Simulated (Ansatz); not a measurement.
**SiH₃Br (built from SMILES Br.[SiH2]): single points off equilibrium**

An exercise on one series of results from a longer session: the logs are not shown, and one member is left open.

Computed with Ansatz 0.2.0, Gaussian basis. Level: single points in def2-TZVPP.

Cores are frozen in the correlated methods. Filled d shells of the heavier atoms are correlated.

**Starting geometry**

5 atoms, charge 0, spin multiplicity 1.

Atoms are counted from 1 here; the program's logs count them from 0.

Bond lengths: Si1–H2 1.650 Å, Si1–H4 1.462 Å, Si1–H5 1.409 Å. Angles: H2–Si1–H4 124.3°, H2–Si1–H5 121.9°, H4–Si1–H5 113.4°.

Coordinates:

```mol
BrH3Si
  3D, bonds by distance, orders not assigned

  5  3  0  0  0  0  0  0  0  0999 V2000
   -0.4571   -0.2255   -0.2833 Si  0  0
    1.1843   -0.2090   -0.4527 H   0  0
    1.7381    0.8648    1.0960 Br  0  0
   -1.1952   -1.2280    0.4826 H   0  0
   -1.2653    0.8318   -0.7470 H   0  0
  1  2  8  0
  1  4  8  0
  1  5  8  0
M  END
```

The first run:

run/in.yaml reads:

```yaml
crystal:
  periodic: [false, false, false]
  atoms:
    - {symbol: Si, position_ang: [-0.457100, -0.225500, -0.283300]}
    - {symbol: H, position_ang: [1.184300, -0.209000, -0.452700]}
    - {symbol: Br, position_ang: [1.738100, 0.864800, 1.096000]}
    - {symbol: H, position_ang: [-1.195200, -1.228000, 0.482600]}
    - {symbol: H, position_ang: [-1.265300, 0.831800, -0.747000]}
basis:
  gaussian: {orbitals: def2-TZVPP}
correlation: {method: ccsd_t}
output: {forces: true}
```

The command line of these runs was not kept.

Steps of the session up to this table: CCSD(T)/def2-TZVPP; PBE0-D4/def2-TZVPP; wB97M-V/def2-TZVPP; r2SCAN-D4/def2-TZVPP; PBE-D4/def2-TZVPP; r2SCAN0-D4/def2-TZVPP; r2SCANh-D4/def2-TZVPP.

One of the session's tables, all rows but one given; the rest of the session is left out.

| method | RMS force component (eV/Å) | angle to CCSD(T) forces (°) | dipole (D) |
| --- | --- | --- | --- |
| CCSD(T) | 1.270 | reference | 3.70 |
| PBE0-D4 | 1.266 | 3.0 | 3.84 |
| wB97M-V | 1.290 | 2.3 | 4.24 |
| r2SCAN-D4 | 1.245 | 3.2 | 3.60 |
| PBE-D4 | 1.217 | 7.7 | 3.34 |
| r2SCAN0-D4 | ? | ? | ? |
| r2SCANh-D4 | 1.260 | 1.9 | 3.76 |

Estimate the missing values for r2SCAN0-D4.

Worked estimate for «RMS force component (eV/Å)». Against the share of exact exchange, r2SCAN-D4 (0, 1.245), r2SCANh-D4 (0.1, 1.260) give a slope of 0.150 per unit share; at 0.25 the line stands at 1.282.

**Answer.** RMS force component (eV/Å): 1.282; angle to CCSD(T) forces (°): 1.1; dipole (D): 3.99. In «RMS force component (eV/Å)» the line misses by 0.000.
